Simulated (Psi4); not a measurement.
**GeH3 (SMILES [GeH3]): a chain of runs**

We compute a geometry optimisation (doublet GeH3, UMP2/3-21G), then a single-point energy (singlet [GeH3]+, MP2/3-21G), then a structure relaxation (singlet [GeH3]+, MP2/3-21G), then a single-point energy (doublet GeH3, UMP2/3-21G) of GeH3. 

Program for the calculation: Psi4 1.11.

## Step 1: The molecule

The species is GeH3 (4 atoms), meant as a doublet with charge 0. SMILES: `[GeH3]`. Geometry: relaxed at PBE0-D4/def2-TZVP. The run starts from this shape.

Bond lengths: Ge1–H2 1.539 Å, Ge1–H3 1.539 Å, Ge1–H4 1.539 Å. Angles: H2–Ge1–H3 111.1°, H2–Ge1–H4 111.1°, H3–Ge1–H4 111.1°.

## Step 2: A geometry optimisation at UMP2/3-21G (density fitting, density fitting for correlation) (run 1)

Contents of input.in:

```
memory 1600 mb

molecule molecule1 {
  0 2
  Ge     0.214600    -0.125900    -0.249400
  H      1.055000     0.109600     1.018300
  H     -0.882800    -1.175900    -0.000100
  H     -0.386800     1.192200    -0.768800
  symmetry c1
}

set {
  reference uhf
  freeze_core true
}

opt("mp2/3-21G")
```

Started as:

```sh
$ psi4 -i input.in -o input.out -n 1
```

input.out:

```text
[...]
  Running in c1 symmetry.
[...]
  Nuclear repulsion =   33.632092845179443
[...]
  Multiplicity = 2
[...]
  Nalpha       = 18
  Nbeta        = 17
[...]
    Number of basis functions: 29
[...]
   @DF-UHF iter   1: -2066.60543521115460   -3.90093e+00   3.20806e-02 ADIIS/DIIS
[...]
	Warning: cc_lambda option is changed to TRUE
	For this residual convergence, default PCG convergence is:     1.00e-07
[...]
	DF-SCS-MP2 Total Energy (a.u.)     : -2067.09152281081469
	DF-SOS-MP2 Total Energy (a.u.)     : -2067.09464305251049
[...]
	Warning: cc_lambda option is changed to TRUE
	For this residual convergence, default PCG convergence is:     1.00e-07
[...]
	Warning: cc_lambda option is changed to TRUE
	For this residual convergence, default PCG convergence is:     1.00e-07
[...]
   @DF-UHF iter  10: -2067.03533466434828    4.54747e-13   3.71366e-11 DIIS
[...]
   @S^2 Observed:                7.541576133E-01
[...]
    Orbital Energies [Eh]
    ---------------------
    Alpha Occupied:
       1A   -402.690704     2A    -51.921145     3A    -45.930817
       4A    -45.928263     5A    -45.928263     6A     -7.142421
       7A     -5.100522     8A     -5.095491     9A     -5.095491
      10A     -1.544305    11A     -1.543968    12A     -1.543967
      13A     -1.541941    14A     -1.541940    15A     -0.731945
      16A     -0.475499    17A     -0.475499    18A     -0.318015
    Alpha Virtual:
      19A      0.176952    20A      0.176952    21A      0.218596
      22A      0.359127    23A      0.426958    24A      0.426958
      25A      0.428059    26A      1.295023    27A      1.343352
[...]
  @DF-UHF Final Energy: -2067.03533466434828
   => Energetics <=
    Nuclear Repulsion Energy =             33.4467039713864978
    One-Electron Energy =               -2952.3070430960633530
    Two-Electron Energy =                 851.8250044603288416
    Total Energy =                      -2067.0353346643482837
  UHF NO Occupations:
  HONO-2 :   16  A 1.9994954
  HONO-1 :   17  A 1.9989305
[...]
 Multipole Moments:
 ------------------------------------------------------------------------------------
     Multipole            Electronic (a.u.)      Nuclear  (a.u.)        Total (a.u.)
 ------------------------------------------------------------------------------------
 L = 1.  Multiply by 2.5417464519 to convert [e a0] to [Debye]
 Dipole X            :          0.8858126           -0.8291378            0.0566748
 Dipole Y            :         -0.5197105            0.4864596           -0.0332509
 Dipole Z            :         -1.0294885            0.9636219           -0.0658665
 Magnitude           :                                                    0.0930379
[...]
	Warning: cc_lambda option is changed to TRUE
	For this residual convergence, default PCG convergence is:     1.00e-07
[...]
	DF-SCS-MP2 Total Energy (a.u.)     : -2067.09174285022709
	DF-SOS-MP2 Total Energy (a.u.)     : -2067.09487936881715
	DF-SCS(N)-MP2 Total Energy (a.u.)  : -2067.04295815693104
[...]
	DF-MP2 Total Energy (a.u.)         : -2067.08546981304698
[...]
    Final optimized geometry and variables:
    Molecular point group: c1
    Full point group: C1
    Geometry (in Angstrom), charge = 0, multiplicity = 2:
    GE           0.010611612285    -0.006225889983    -0.012332790576
    H            0.880101813441     0.220621026679     1.247501156031
    H           -1.080068876582    -1.079690884217     0.217326635053
    H           -0.578365338770     1.315721662619    -0.560251723539
    Psi4 run time: 0:00:04.78
[...]
```

On the terminal:

```text
Optimizer: Optimization complete!
```

Run time: 5.7 s. Hardware: 1 thread of Intel Xeon 6975P-C (Granite Rapids), shared host; peak memory 0.63 GiB.

Step by step:

| step | energy from the first frame kept (eV) | largest force (eV/Å) |
| --- | --- | --- |
| 0 | 0.0000 | 0.1752 |
| 1 | -0.0046 | 0.0843 |
| 2 | -0.0050 | 0.0351 |
| 3 | -0.0051 | 0.0006 |

After the run. Bond lengths: Ge1–H2 1.547 Å, Ge1–H3 1.547 Å, Ge1–H4 1.547 Å. Angles: H2–Ge1–H3 112.1°, H2–Ge1–H4 112.1°, H3–Ge1–H4 112.1°.

## Step 3: The singlet cation: a single-point energy at MP2/3-21G (density fitting, density fitting for correlation) (run 2)

Contents of calc.in:

```
memory 1600 mb

molecule {
  1 1
  Ge     0.213968    -0.125530    -0.248666
  H      1.083458     0.101317     1.011168
  H     -0.876712    -1.198995    -0.019007
  H     -0.375009     1.196418    -0.796585
  symmetry c1
}

set {
  basis 3-21G
  freeze_core true
}

e = energy("mp2")
```

Started as:

```sh
$ psi4 calc.in calc.out -n 1
```

calc.out:

```text
[...]
  Running in c1 symmetry.
[...]
  Nuclear repulsion =   33.446704223673500
[...]
  Multiplicity = 1
[...]
  Nalpha       = 17
  Nbeta        = 17
[...]
    Number of basis functions: 29
[...]
   @DF-RHF iter   1: -2066.48247197965293   -3.79652e+00   2.87889e-02 DIIS/ADIIS
[...]
   @DF-RHF iter   8: -2066.73704965717661   -4.09273e-12   4.44245e-09 DIIS
[...]
    Orbital Energies [Eh]
    ---------------------
    Doubly Occupied:
       1A   -403.014148     2A    -52.243193     3A    -46.252035
       4A    -46.250255     5A    -46.250255     6A     -7.460269
       7A     -5.419012     8A     -5.411737     9A     -5.411737
      10A     -1.867889    11A     -1.864805    12A     -1.864804
      13A     -1.855163    14A     -1.855163    15A     -0.976722
      16A     -0.732979    17A     -0.732979
[...]
  @DF-RHF Final Energy: -2066.73704965717661
   => Energetics <=
    Nuclear Repulsion Energy =             33.4467042236734997
    One-Electron Energy =               -2941.4412182891564953
    Two-Electron Energy =                 841.2574644083068733
    Total Energy =                      -2066.7370496571761578
[...]
 Multipole Moments:
 ------------------------------------------------------------------------------------
     Multipole            Electronic (a.u.)      Nuclear  (a.u.)        Total (a.u.)
 ------------------------------------------------------------------------------------
 L = 1.  Multiply by 2.5417464519 to convert [e a0] to [Debye]
 Dipole X            :          1.0881189           -0.8291375            0.2589813
 Dipole Y            :         -0.6384060            0.4864601           -0.1519458
 Dipole Z            :         -1.2646088            0.9636215           -0.3009873
 Magnitude           :                                                    0.4251497
[...]
```

Wall time 1.3 s (1 thread of Intel Xeon 6975P-C (Granite Rapids), shared host); peak memory 0.2 GiB.

## Step 4: The singlet cation: a geometry optimisation at MP2/3-21G (density fitting, density fitting for correlation) (run 3)

Contents of geh3.xyz:

```xyz
4
GeH3
Ge     0.213968    -0.125530    -0.248666
H      1.083458     0.101317     1.011168
H     -0.876712    -1.198995    -0.019007
H     -0.375009     1.196418    -0.796585
```

Contents of geh3.py:

```python
import psi4

psi4.set_memory(1600000000)
psi4.set_num_threads(1)
psi4.core.set_output_file('run.log', False)

with open('geh3.xyz') as f:
    atoms = ''.join(f.readlines()[2:])
m = psi4.geometry('1 1\n' + atoms + 'symmetry c1')

psi4.set_options({
    'basis': '3-21G',
    'reference': 'rhf',
    'freeze_core': True,
})

energy_value = psi4.optimize("mp2")
print(f'total energy {energy_value:.8f} hartree = {energy_value * 27.211386:.5f} eV')
m.save_xyz_file('final.xyz', False)
```

Started as:

```sh
$ python geh3.py
```

run.log:

```text
[...]
  Running in c1 symmetry.
[...]
  Nuclear repulsion =   33.446704223673500
[...]
  Multiplicity = 1
[...]
  Nalpha       = 17
  Nbeta        = 17
[...]
    Number of basis functions: 29
[...]
   @DF-RHF iter   1: -2066.48247197965293   -3.79652e+00   2.87889e-02 DIIS/ADIIS
[...]
   @DF-RHF iter   7: -2066.76529766699969   -1.81899e-12   5.10501e-11 DIIS
[...]
    Orbital Energies [Eh]
    ---------------------
    Doubly Occupied:
       1A   -403.011687     2A    -52.241125     3A    -46.250014
       4A    -46.248109     5A    -46.248109     6A     -7.457795
       7A     -5.416503     8A     -5.409347     9A     -5.409347
      10A     -1.865845    11A     -1.861969    12A     -1.861968
      13A     -1.853139    14A     -1.853138    15A     -0.982218
      16A     -0.748490    17A     -0.748490
[...]
  @DF-RHF Final Energy: -2066.76529766699969
   => Energetics <=
    Nuclear Repulsion Energy =             33.9420121539501309
    One-Electron Energy =               -2942.4800321803809311
    Two-Electron Energy =                 841.7727223594314410
    Total Energy =                      -2066.7652976669992313
[...]
 Multipole Moments:
 ------------------------------------------------------------------------------------
     Multipole            Electronic (a.u.)      Nuclear  (a.u.)        Total (a.u.)
 ------------------------------------------------------------------------------------
 L = 1.  Multiply by 2.5417464519 to convert [e a0] to [Debye]
 Dipole X            :          0.0005591           -0.0004201            0.0001389
 Dipole Y            :         -0.0003248            0.0002442           -0.0000806
 Dipole Z            :         -0.0006419            0.0004828           -0.0001590
 Magnitude           :                                                    0.0002260
[...]
  -Total Gradient:
     Atom            X                  Y                   Z
    ------   -----------------  -----------------  -----------------
       1        0.000018855503    -0.000011038208    -0.000021875006
       2       -0.000080334558    -0.000000804194    -0.000054170630
       3        0.000046999007     0.000083744291     0.000012748399
       4        0.000014480047    -0.000071901890     0.000063297237
[...]
    Final optimized geometry and variables:
    Molecular point group: c1
    Full point group: C1
    Geometry (in Angstrom), charge = 1, multiplicity = 1:
    GE           0.000005376996    -0.000003125693    -0.000006179490
    H            1.171005120976     0.070376586700     0.972351519994
    H           -0.843505346951    -1.265981981791    -0.086382562123
    H           -0.327894161801     1.195834656046    -0.885515709365
[...]
```

On the terminal:

```text
Some dependencies such as QCElemental have not yet finished migration to pydantic v2. If issues are encountered please downgrade pydantic or upgrade QCElemental as appropriate
	Change in internal coordinate of 5.95e-01 exceeds limit of 5.00e-01.
	Skipping Hessian update for step 1.
	Change in internal coordinate of 5.15e-01 exceeds limit of 5.00e-01.
	Skipping Hessian update for step 2.
	Change in internal coordinate of 7.91e-01 exceeds limit of 5.00e-01.
	Skipping Hessian update for step 1.
	Change in internal coordinate of 5.53e-01 exceeds limit of 5.00e-01.
	Skipping Hessian update for step 2.
	Change in internal coordinate of 8.29e-01 exceeds limit of 5.00e-01.
	Skipping Hessian update for step 1.
Optimizer: Optimization complete!
total energy -2066.81400066 hartree = -56240.87356 eV
```

Run time: 3.3 s. Hardware: 1 thread of Intel Xeon 6975P-C (Granite Rapids), shared host; peak memory 0.22 GiB.

The path in brief:

| step | energy from the first frame kept (eV) | largest force (eV/Å) |
| --- | --- | --- |
| 0 | 0.0000 | 3.1829 |
| 1 | -0.4123 | 2.0779 |
| 2 | -0.6592 | 0.8426 |
| 3 | -0.7090 | 0.1414 |
| 4 | -0.7104 | 0.0050 |

After the run. Bond lengths: Ge1–H2 1.524 Å, Ge1–H3 1.524 Å, Ge1–H4 1.524 Å. Angles: H2–Ge1–H3 120.0°, H2–Ge1–H4 120.0°, H3–Ge1–H4 120.0°.

## Step 5: The energy at UMP2/3-21G (density fitting, density fitting for correlation) (run 4)

Contents of geh3.py:

```python
import psi4

psi4.set_memory('1600 MB')
psi4.set_num_threads(1)
psi4.set_output_file('output.dat', False)

m = psi4.geometry("""
0 2
Ge     0.203362    -0.119307    -0.236339
H      1.374362    -0.048928     0.736018
H     -0.640149    -1.385286    -0.322716
H     -0.124538     1.076531    -1.121849
units angstrom
""")

options = {'basis': '3-21G', 'reference': 'uhf', 'freeze_core': True}
psi4.set_options(options)

e_tot, wfn = psi4.energy('mp2', return_wfn=True)
print('E =', round(e_tot, 9))
```

Started as:

```sh
$ python geh3.py
```

output.dat:

```text
[...]
  Running in c1 symmetry.
[...]
  Nuclear repulsion =   33.942007931767989
[...]
  Multiplicity = 2
[...]
  Nalpha       = 18
  Nbeta        = 17
[...]
    Number of basis functions: 29
[...]
   @DF-UHF iter   1: -2066.60136938421783   -3.86536e+00   3.20080e-02 ADIIS/DIIS
[...]
   @DF-UHF iter  10: -2067.02714990304139   -4.09273e-12   3.39080e-09 DIIS
[...]
   @S^2 Observed:                7.672788050E-01
[...]
    Orbital Energies [Eh]
    ---------------------
    Alpha Occupied:
       1A   -402.689208     2A    -51.920007     3A    -45.930194
       4A    -45.927308     5A    -45.927307     6A     -7.140694
       7A     -5.099018     8A     -5.094604     9A     -5.094604
      10A     -1.542469    11A     -1.541819    12A     -1.541818
      13A     -1.541438    14A     -1.541438    15A     -0.735993
      16A     -0.482368    17A     -0.482368    18A     -0.280205
    Alpha Virtual:
      19A      0.162483    20A      0.198848    21A      0.198848
      22A      0.351407    23A      0.428187    24A      0.428187
      25A      0.428449    26A      1.272059    27A      1.352979
[...]
  @DF-UHF Final Energy: -2067.02714990304139
   => Energetics <=
    Nuclear Repulsion Energy =             33.9420079317679892
    One-Electron Energy =               -2953.2919067657230698
    Two-Electron Energy =                 852.3227489309140310
    Total Energy =                      -2067.0271499030413906
  UHF NO Occupations:
  HONO-2 :   16  A 1.9983914
  HONO-1 :   17  A 1.9945613
[...]
 Multipole Moments:
 ------------------------------------------------------------------------------------
     Multipole            Electronic (a.u.)      Nuclear  (a.u.)        Total (a.u.)
 ------------------------------------------------------------------------------------
 L = 1.  Multiply by 2.5417464519 to convert [e a0] to [Debye]
 Dipole X            :          0.0003186           -0.0004206           -0.0001020
 Dipole Y            :         -0.0001819            0.0002436            0.0000617
 Dipole Z            :         -0.0003580            0.0004810            0.0001230
 Magnitude           :                                                    0.0001713
[...]
```

On the terminal:

```text
E = -2067.077780639
```

Run time: 1.3 s. Hardware: 1 thread of Intel Xeon 6975P-C (Granite Rapids), shared host; peak memory 0.2 GiB.

## Step 6: Summary of results

| quantity | value |
| --- | --- |
| run 1, UMP2/3-21G: total energy at the end | -2067.08547 Eh |
| run 1, UMP2/3-21G: HOMO energy (Hartree–Fock orbitals) (highest over α and β) | -8.65 eV |
| run 1, UMP2/3-21G: LUMO energy (Hartree–Fock orbitals) (lowest over α and β) | 1.02 eV |
| run 1, UMP2/3-21G: correlation energy (9 core orbitals frozen) | -50.1 mEh |
| run 1, UMP2/3-21G: ⟨S²⟩ of the reference determinant | 0.754 |
| singlet cation, run 2: total energy | -2066.78789 Eh |
| singlet cation, run 2: HOMO energy (Hartree–Fock orbitals) | -19.95 eV |
| singlet cation, run 2: LUMO energy (Hartree–Fock orbitals) | -7.58 eV |
| singlet cation, run 2: HOMO–LUMO gap (Hartree–Fock orbitals) | 12.37 eV |
| singlet cation, run 2: correlation energy (9 core orbitals frozen) | -50.8 mEh |
| singlet cation, run 3: total energy at the end | -2066.81400 Eh |
| singlet cation, run 3: correlation energy (9 core orbitals frozen) | -48.7 mEh |
| run 4, UMP2/3-21G: total energy | -2067.07778 Eh |
| run 4, UMP2/3-21G: HOMO energy (Hartree–Fock orbitals) (highest over α and β) | -7.62 eV |
| run 4, UMP2/3-21G: LUMO energy (Hartree–Fock orbitals) (lowest over α and β) | 1.61 eV |
| run 4, UMP2/3-21G: correlation energy (9 core orbitals frozen) | -50.6 mEh |
| run 4, UMP2/3-21G: ⟨S²⟩ of the reference determinant | 0.767 |
| adiabatic ionisation energy (to the singlet cation, no zero-point term) | 7.387 eV |

What this shows: The adiabatic ionisation energy (to the singlet cation, no zero-point term) is 7.39 eV (713 kJ/mol). The optimisation (run 1, UMP2/3-21G) took 4 steps and changed the energy by -0.005 eV. The optimisation (singlet cation, run 3) took 5 steps and changed the energy by -0.710 eV.
